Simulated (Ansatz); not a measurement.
# TiClF₃: basis-set convergence

Aim: see how fast density functionals converge with the basis set for TiClF₃.

Method: one geometry, several basis sets; program: Ansatz 0.2.0, Gaussian basis.

Plan: PBE0-D4/def2-SVP; ωB97M-V/def2-SVP; PBE0-D4/def2-QZVPP; ωB97M-V/def2-QZVPP; the functionals' def2-TZVPP values are taken from earlier runs.

## (1) The geometry

An earlier PBE0-D4 in a triple-zeta def2 set relaxation fixed the geometry.

SMILES `[F][Ti]([F])([F])[Cl]`, 5 atoms, charge 0, spin multiplicity 1.

Atoms are counted from 1 here; the program's logs count them from 0.

Bond lengths: F1–Ti2 1.736 Å, Ti2–F3 1.736 Å, Ti2–F4 1.736 Å, Ti2–Cl5 2.175 Å. Angles: F1–Ti2–F3 109.2°, F1–Ti2–F4 109.2°, F1–Ti2–Cl5 109.7°, F3–Ti2–F4 109.2°, F3–Ti2–Cl5 109.7°, F4–Ti2–Cl5 109.7°.

Coordinates:

```xyz
5

F    -0.8875   -0.3789    1.4687
Ti    0.0101   -0.0966    0.0096
F     1.6429   -0.6452    0.2272
F    -0.7219   -0.9813   -1.2926
Cl    0.0062    2.0283   -0.4543
```

## (2) PBE0-D4 in def2-SVP

in.yaml reads:

```yaml
crystal:
  periodic: [false, false, false]
  atoms:
    - {symbol: F, position_ang: [-0.887486, -0.378873, 1.468673]}
    - {symbol: Ti, position_ang: [0.010099, -0.096642, 0.009616]}
    - {symbol: F, position_ang: [1.642858, -0.645201, 0.227181]}
    - {symbol: F, position_ang: [-0.721887, -0.981301, -1.292587]}
    - {symbol: Cl, position_ang: [0.006215, 2.028316, -0.454283]}
basis:
  gaussian: {orbitals: def2-SVP}
hamiltonian: {xc: pbe0, dispersion: d4}
output: {orbitals: {seedname: orbitals}}
```

After this run come: ωB97M-V in def2-SVP; PBE0-D4 in def2-QZVPP; ωB97M-V in def2-QZVPP.

Before running them: what should the planned runs give, taken together? Wanted: PBE0-D4: double and triple zeta above quadruple; ωB97M-V: double and triple zeta above quadruple.

**Answer**, as computed:

```
                                       quantity           value
PBE0-D4: double and triple zeta above quadruple  18.94, 1.24 eV
ωB97M-V: double and triple zeta above quadruple  19.01, 1.16 eV
```

What this shows: PBE0-D4 gains 17.70 eV from double to triple zeta, then 1.24 eV more. These are total energies; as a rule much of such shifts cancels in differences, which this series doesn't test.
